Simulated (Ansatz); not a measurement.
# C₂H₆Ge: vertical ionisation energy

An exercise on one series of results from a longer session: the logs are not shown, and one member is left open.

Computed with Ansatz 0.2.0, Gaussian basis. Level: unrestricted cation, the program's frozen cores in correlated methods.

The runs, in order: UKS PBE-D4/def2-TZVPP; UKS r2SCAN-D4/def2-TZVPP; UKS PBE0-D4/def2-TZVPP; UKS B3LYP-D4/def2-TZVPP; UKS wB97X-V/def2-TZVPP; UKS wB97M-V/def2-TZVPP; UKS B2PLYP/def2-TZVPP; UHF-CCSD(T)/def2-TZVPP; UHF-MP2/def2-QZVPP; extrapolation to the limit; then −ε(HOMO) from the neutral's earlier runs with LDA (SPW92), PBE-D4, revPBE-D4, BLYP-D4, r2SCAN-D4, B97M-V, PBE0-D4, B3LYP-D4, r2SCANh-D4, r2SCAN0-D4, HSE06-D4, BHLYP-D4, CAM-B3LYP-D4, LC-ωPBE, ωB97X-V, ωB97M-V.

### Structure used throughout

All runs share one geometry, relaxed beforehand with PBE0-D4 in a triple-zeta def2 set.

SMILES `C[CH2][GeH]`, 9 atoms, charge 0, spin multiplicity 1.

Atoms are counted from 1 here; the program's logs count them from 0.

Bond lengths: C1–C2 1.522 Å, C1–H4 1.095 Å, C1–H5 1.093 Å, C1–H6 1.092 Å, C2–Ge3 1.993 Å, C2–H7 1.094 Å, C2–H8 1.104 Å, Ge3–H9 1.602 Å. Angles: C2–C1–H4 111.9°, C2–C1–H5 111.5°, C2–C1–H6 111.1°, H4–C1–H5 107.0°, H4–C1–H6 108.0°, H5–C1–H6 107.2°, C1–C2–Ge3 118.6°, C1–C2–H7 111.7°, C1–C2–H8 110.1°, Ge3–C2–H7 109.0°, Ge3–C2–H8 101.1°, H7–C2–H8 105.1°, C2–Ge3–H9 93.5°.

Geometry (Å):

```
C    -0.57559    0.53730   -0.53679
C     0.35654   -0.61866   -0.20511
Ge    1.55287   -0.45646    1.38059
H    -1.22655    0.30686   -1.38627
H    -0.01674    1.43988   -0.79841
H    -1.21018    0.78682    0.31634
H     0.95395   -0.91731   -1.07195
H    -0.23069   -1.51513    0.06194
H     0.48488    0.39040    2.22256
```

Set-up of the first run:

Contents of in.yaml:

```yaml
crystal:
  periodic: [false, false, false]
  atoms:
    - {symbol: C, position_ang: [-0.575593, 0.537299, -0.536793]}
    - {symbol: C, position_ang: [0.356541, -0.618659, -0.205112]}
    - {symbol: Ge, position_ang: [1.552870, -0.456457, 1.380592]}
    - {symbol: H, position_ang: [-1.226547, 0.306864, -1.386269]}
    - {symbol: H, position_ang: [-0.016741, 1.439879, -0.798408]}
    - {symbol: H, position_ang: [-1.210177, 0.786818, 0.316344]}
    - {symbol: H, position_ang: [0.953955, -0.917314, -1.071947]}
    - {symbol: H, position_ang: [-0.230692, -1.515131, 0.061936]}
    - {symbol: H, position_ang: [0.484884, 0.390399, 2.222557]}
basis:
  gaussian: {orbitals: def2-TZVPP}
total_charge: 1
magnetization: {spin_polarized: true, initial_magnetization: 1}
hamiltonian: {xc: pbe, dispersion: d4}
```

The run is started by

```console
> ansatz run in.yaml --threads 4 --pin off --events-out ev --progress --plain --max-ram 10444MiB
```

Among the steps run: Cation, UKS PBE-D4/def2-TZVPP; Cation, UKS r2SCAN-D4/def2-TZVPP; Cation, UKS PBE0-D4/def2-TZVPP; Cation, UKS B3LYP-D4/def2-TZVPP; Cation, UKS wB97X-V/def2-TZVPP; Cation, UKS wB97M-V/def2-TZVPP; Cation, UKS B2PLYP (frozen core)/def2-TZVPP; Cation, UHF-CCSD(T)/def2-TZVPP; Cation, UHF-MP2/def2-QZVPP.

One table of the session follows, with a row left open; its other results are not shown here.

For comparison, −ε(HOMO) of the neutral from earlier runs:

```
  functional  −ε(HOMO) (eV)
 LDA (SPW92)           5.36
      PBE-D4           5.24
   revPBE-D4           5.20
     BLYP-D4           5.14
   r2SCAN-D4           5.48
      B97M-V           5.50
     PBE0-D4           6.27
    B3LYP-D4           6.11
  r2SCANh-D4           5.86
  r2SCAN0-D4           6.43
    HSE06-D4           5.87
    BHLYP-D4           7.20
CAM-B3LYP-D4              ?
     LC-ωPBE           8.80
     ωB97X-V           8.49
     ωB97M-V           8.39
```

**Question.** Estimate the row for CAM-B3LYP-D4.

As computed: −ε(HOMO) (eV): 7.55. In the column «−ε(HOMO) (eV)» it lies between BHLYP-D4 (7.20) and ωB97M-V (8.39).
